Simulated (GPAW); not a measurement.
Runs of GPAW 26.7.0 on GaCuSe2. Symmetry: I-42d, No. 122, tetragonal system. The conventional cell has a = 5.619 Å, b = 5.619 Å, c = 11.026 Å, α = 90.00°, β = 90.00°, γ = 90.00°. Around Se (site symmetry 2) lie 2 Ga at 2.42 Å and 2 Cu at 2.42 Å. Ga (site symmetry -4) is surrounded by 4 Se at 2.42 Å. Cu (site symmetry -4) is surrounded by 4 Se at 2.42 Å. 

| task | level | potentials or basis | smearing | response ecut | maxiter | response k mesh | response bands | kernels | gap on the mesh (eV) | pressure (GPa) | largest force (eV/Å) |
| --- | --- | --- | --- | --- | --- | --- | --- | --- | --- | --- | --- |
| dielectric tensor | LDA | the program's PAW data sets (release 1.2.1) made for this functional, pw | fermi-dirac 0.001 eV | 80 eV | 150 | 7 × 7 × 7 | 90 | ["RPA", "LR0.1", "LR0.3"] | 0.11 | - | - |
| single point | LDA | the program's PAW data sets (release 1.2.1) made for this functional, pw | fermi-dirac 0.05 eV | - | 120 | - | - | - | 0.11 | -3.1 | 0.51 |
| dielectric tensor | PBE | GPAW PAW data sets (gpaw-data 1.2.1), pw | fermi-dirac 0.001 eV | 80 eV | 150 | 7 × 7 × 7 | 90 | ["RPA", "ALDA", "LR0.1"] | 0.26 | - | - |
| single point | PBE | GPAW PAW data sets (gpaw-data 1.2.1), pw | fermi-dirac 0.05 eV | - | 120 | - | - | - | 0.26 | (a) | 0.44 |

Alike in all rows: no spin polarisation; cell as given; k mesh 5 × 5 × 5; cutoff (eV) 450.

Estimate the missing entries.

(a) 2.8.

Caveats: the dielectric constant isn't converged in the k mesh (some runs); the gap is small at this level, which inflates the dielectric constant (some runs); the long-wavelength limit can be off by several per cent where d states take part (some runs); an odd mesh through Γ misses points on the zone boundary, where band edges often lie (some runs); with this Cu data set, volumes or pressures lay over 1.5 % or 2 GPa off other programs in two to four cells of ten (some runs); the cutoff is short for stress and forces, so pressures can be off by a GPa or more (some runs).

A k mesh can miss the band edges, and the runs leave out spin-orbit coupling on Ga, Se.
